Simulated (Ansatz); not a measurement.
**C₄H₁₂AuPS: one species, many methods**

How much do the methods differ for C₄H₁₂AuPS? The plan is to run it at one geometry with functionals of several rungs and with coupled cluster, and see how far each lands from CCSD(T) at the basis-set limit for the atomisation energy.

Computed with Ansatz 0.2.0, Gaussian basis. Level: functionals in def2-TZVPP, the program's frozen cores in correlated methods.

Plan: LDA (SPW92), PBE-D4, revPBE-D4, BLYP-D4, r2SCAN-D4, B97M-V, PBE0-D4, B3LYP-D4, r2SCANh-D4, r2SCAN0-D4, HSE06-D4, BHLYP-D4, CAM-B3LYP-D4, LC-ωPBE, ωB97X-V, ωB97M-V, B2PLYP, PBE-QIDH; CCSD(T)/def2-SVP; CCSD(T)/def2-TZVPP; MP2/def2-QZVPP; extrapolation to the limit; RPA on PBE.

## Step 1: Structure used throughout

All runs share one geometry, relaxed beforehand with PBE0-D4 in a triple-zeta def2 set. Au takes the def2 core potential; no spin-orbit term is included.

19 atoms, charge 0, spin multiplicity 1.

Atoms are counted from 1 here; the program's logs count them from 0.

Bond lengths: C1–S2 1.819 Å, C1–H8 1.090 Å, C1–H9 1.090 Å, C1–H10 1.091 Å, S2–Au3 2.292 Å, Au3–P4 2.266 Å, P4–C5 1.817 Å, P4–C6 1.817 Å, P4–C7 1.817 Å, C5–H11 1.091 Å, C5–H12 1.093 Å, C5–H13 1.091 Å, C6–H14 1.093 Å, C6–H15 1.091 Å, C6–H16 1.091 Å, C7–H17 1.091 Å, C7–H18 1.091 Å, C7–H19 1.093 Å. Angles: S2–C1–H8 111.8°, S2–C1–H9 111.8°, S2–C1–H10 106.9°, H8–C1–H9 109.4°, H8–C1–H10 108.4°, H9–C1–H10 108.4°, C1–S2–Au3 104.4°, S2–Au3–P4 177.5°, Au3–P4–C5 115.2°, Au3–P4–C6 114.2°, Au3–P4–C7 115.4°, C5–P4–C6 103.6°, C5–P4–C7 103.4°, C6–P4–C7 103.5°, P4–C5–H11 109.3°, P4–C5–H12 111.2°, P4–C5–H13 109.4°, H11–C5–H12 109.5° and more.

Coordinates:

```xyz
19
charge 0, multiplicity 1
C     4.0973   -0.4672    1.4456
S     2.7719   -1.6685    1.7755
Au    0.9303   -0.7885    0.7325
P    -0.9414    0.0043   -0.2688
C    -0.7612    0.4204   -2.0283
C    -2.3442   -1.1497   -0.2457
C    -1.6292    1.5234    0.4534
H     4.2950   -0.3656    0.3786
H     3.8695    0.5121    1.8661
H     4.9991   -0.8480    1.9282
H    -0.4429   -0.4670   -2.5770
H    -1.7010    0.7896   -2.4461
H     0.0097    1.1839   -2.1423
H    -3.2180   -0.7185   -0.7403
H    -2.0598   -2.0735   -0.7513
H    -2.5954   -1.3920    0.7878
H    -0.8820    2.3167    0.4046
H    -1.8670    1.3467    1.5033
H    -2.5309    1.8413   -0.0758
```

## Step 2: LDA

This LDA is Slater exchange with PW92 correlation.

in.yaml reads:

```yaml
crystal:
  periodic: [false, false, false]
  atoms:
    - {symbol: C, position_ang: [4.097312, -0.467192, 1.445582]}
    - {symbol: S, position_ang: [2.771909, -1.668482, 1.775468]}
    - {symbol: Au, position_ang: [0.930313, -0.788493, 0.732520]}
    - {symbol: P, position_ang: [-0.941383, 0.004287, -0.268755]}
    - {symbol: C, position_ang: [-0.761199, 0.420419, -2.028325]}
    - {symbol: C, position_ang: [-2.344199, -1.149666, -0.245720]}
    - {symbol: C, position_ang: [-1.629244, 1.523377, 0.453427]}
    - {symbol: H, position_ang: [4.295011, -0.365627, 0.378609]}
    - {symbol: H, position_ang: [3.869530, 0.512134, 1.866131]}
    - {symbol: H, position_ang: [4.999105, -0.847964, 1.928209]}
    - {symbol: H, position_ang: [-0.442861, -0.467001, -2.577033]}
    - {symbol: H, position_ang: [-1.701029, 0.789560, -2.446134]}
    - {symbol: H, position_ang: [0.009723, 1.183913, -2.142258]}
    - {symbol: H, position_ang: [-3.217961, -0.718492, -0.740308]}
    - {symbol: H, position_ang: [-2.059751, -2.073478, -0.751301]}
    - {symbol: H, position_ang: [-2.595427, -1.392012, 0.787808]}
    - {symbol: H, position_ang: [-0.881976, 2.316728, 0.404604]}
    - {symbol: H, position_ang: [-1.866959, 1.346675, 1.503312]}
    - {symbol: H, position_ang: [-2.530894, 1.841324, -0.075834]}
basis:
  gaussian: {orbitals: def2-TZVPP}
hamiltonian: {xc: lda}
output: {orbitals: {seedname: orbitals}}
```

Command:

```
ansatz run in.yaml --threads 4 --pin off --events-out ev --progress --plain --max-ram 66560MiB --backend cuda --devices 0, --max-vram 37GiB
```

The runs that follow: PBE-D4 (GGA); revPBE-D4 (GGA); BLYP-D4 (GGA); r2SCAN-D4 (meta-GGA); B97M-V (meta-GGA); PBE0-D4 (hybrid); B3LYP-D4 (hybrid); r2SCANh-D4 (hybrid); r2SCAN0-D4 (hybrid); HSE06-D4 (hybrid); BHLYP-D4 (hybrid); CAM-B3LYP-D4 (range-separated); LC-ωPBE (range-separated); ωB97X-V (range-separated); ωB97M-V (range-separated); B2PLYP (double hybrid); PBE-QIDH (double hybrid); CCSD(T) in def2-SVP; CCSD(T) in def2-TZVPP; MP2 in def2-QZVPP; RPA on PBE orbitals.

Before running them: what should the planned runs give, taken together? Wanted: atomisation energy, CCSD(T)/CBS; farthest beyond LDA; mean size of error, GGA; mean size of error, meta-GGA; mean size of error, hybrid; mean size of error, range-separated; mean size of error, double hybrid; gap, smallest and largest; T1 diagnostic.

As calculated:

```
                               quantity                                                                                       value
        atomisation energy, CCSD(T)/CBS                                                                               6856.1 kJ/mol
 functionals within 34.3 kJ/mol (0.5 %)  r2SCAN-D4, B97M-V, PBE0-D4, B3LYP-D4, r2SCANh-D4, HSE06-D4, CAM-B3LYP-D4, ωB97X-V, ωB97M-V
                    farthest beyond LDA                                                                    BHLYP-D4 (-182.7 kJ/mol)
                mean size of error, GGA                                                                                 67.3 kJ/mol
           mean size of error, meta-GGA                                                                                 13.3 kJ/mol
             mean size of error, hybrid                                                                                 50.4 kJ/mol
    mean size of error, range-separated                                                                                 21.4 kJ/mol
      mean size of error, double hybrid                                                                                 73.2 kJ/mol
              gap, smallest and largest                                                    3.00 eV (LDA (SPW92)), 9.21 eV (LC-ωPBE)
                          T1 diagnostic                                                                                      0.0133
triples share of the correlation energy                                                                                       4.1 %
```

**Reading.** The LDA atomisation energy is off by 926.5 kJ/mol (14 %): it overbinds. PBE-D4 is off by +93.2 kJ/mol. Double hybrids carry the basis error of their MP2 part in triple zeta, and no dispersion term here, so their miss is partly the set-up's. The rungs meta-GGA, range-separated miss on average by less than the doubt on the reference (34.3 kJ/mol), so they tie. The reference freezes the cores and leaves out spin-orbit coupling and excitations past (T), so misses under about 34.3 kJ/mol can't be ranked. All levels share the lack of spin-orbit coupling, which lowers the free heavy atoms and so the true binding. Hartree-Fock recovers 73 % of the binding; the rest is correlation. CCSD(T) in def2-SVP is off by -421.0 kJ/mol, worse than the median functional, from the basis alone. Orbital gaps span 3.0 to 9.2 eV; exact exchange widens them. Correlated methods include outer-core shells of Au, which these sets cover unevenly.
